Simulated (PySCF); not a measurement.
# BrNa (Sodium Bromide): the cost of one run

Programs: PySCF 2.14.0, with density-fitted response routines of our own. Each step states its level of theory. These are calculated values for one molecule in the gas phase, unless marked as measured. Atoms count from 0, in the outputs and in this text.

### Step 1. The molecule as given

2 atoms, charge 0, multiplicity 1; geometry from: GFN2-xTB.

Bonds of the start (Å): Na0–Br1 2.49.

### Step 2. Relaxing the molecule at PBE0-D3(BJ)/def2-SVP

The job: settings as JSON, then the geometry in Å.

```
{"job": {"xc": "PBE0", "basis": "def2-SVP", "d3": "d3bj", "grid": 1, "kind": "geom"}, "charge": 0, "multiplicity": 1}
Na     1.250170    -0.005860    -0.005590
Br    -1.244650     0.008400    -0.022710
```

On the command line:

```bash
$ OMP_NUM_THREADS=1 python probes_run.py task.json out
```

One launch serves the whole session: the jobs run in the order shown.

Q: Estimate the wall time and peak memory of this first job on 1 thread of Arm Neoverse V1, shared host.

About 2.2 s, with a peak of 0.24 GiB.
